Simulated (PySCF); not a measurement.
# EuH4O2 (Eu(H2O)22+): the cost of one run

Computed with PySCF 2.14.0. Level: PBE0, Eu lcecp-0-SVP with ECP53, O def2-SVP, H def2-SVP; scalar-relativistic core potentials, no spin–orbit coupling.

1 further run of the same task is left out (for a known fault of the program).

## (1) Starting geometry

7 atoms, charge 2, spin multiplicity 1.

Bond lengths: Eu1–O2 2.645 Å, Eu1–O5 2.645 Å, O2–H3 0.970 Å, O2–H4 0.970 Å, O5–H6 0.970 Å, O5–H7 0.970 Å. Angles: O2–Eu1–O5 180.0°, Eu1–O2–H3 127.5°, Eu1–O2–H4 127.5°, H3–O2–H4 105.1°, Eu1–O5–H6 127.5°, Eu1–O5–H7 127.5°, H6–O5–H7 105.1°.

Coordinates:

| atom | x (Å) | y (Å) | z (Å) |
| --- | --- | --- | --- |
| Eu1 | 0.00000 | 0.00000 | 0.00000 |
| O2 | 0.00000 | 0.00000 | 2.64500 |
| H3 | 0.54450 | 0.54450 | 3.23500 |
| H4 | -0.54450 | -0.54450 | 3.23500 |
| O5 | 0.00000 | 0.00000 | -2.64500 |
| H6 | 0.54450 | -0.54450 | -3.23500 |
| H7 | -0.54450 | 0.54450 | -3.23500 |

Formal oxidation states: Eu +2. Each metal's 7 4f electrons lie in its core potential, so multiplicities, spins and levels count the valence alone.

## (2) SCF at the start, singlet

run.py (the lines that set the calculation)

```python
mol = gto.M(atom='''
Eu     0.00000     0.00000     0.00000
O      0.00000     0.00000     2.64500
H      0.54450     0.54450     3.23500
H     -0.54450    -0.54450     3.23500
O      0.00000     0.00000    -2.64500
H      0.54450    -0.54450    -3.23500
H     -0.54450     0.54450    -3.23500''',
    basis={'Eu': 'lcecp-0-SVP', 'O': 'def2-SVP', 'H': 'def2-SVP'},
    ecp={'Eu': 'lcecp-0-SVP'},
    charge=2, spin=0)
mf = dft.RKS(mol, xc='PBE0')
mf.grids.atom_grid = (50, 194)  # f atoms: unpruned, at least (60, 302)
mf = mf.density_fit()  # fitting sets: Eu AutoAux, O def2-universal-JKFIT, H def2-universal-JKFIT
mf.conv_tol = 1e-08; mf.max_cycle = 55
mf.kernel(dm0)  # dm0: free metal ions and neutral atoms
```

Command:

```sh
$ OMP_NUM_THREADS=2 python run.py
```

**Question.** How long does this run take on 2 threads of Arm Neoverse V2, shared host, and how much memory does it need?

About 1.7 s, with a peak of 0.47 GiB.
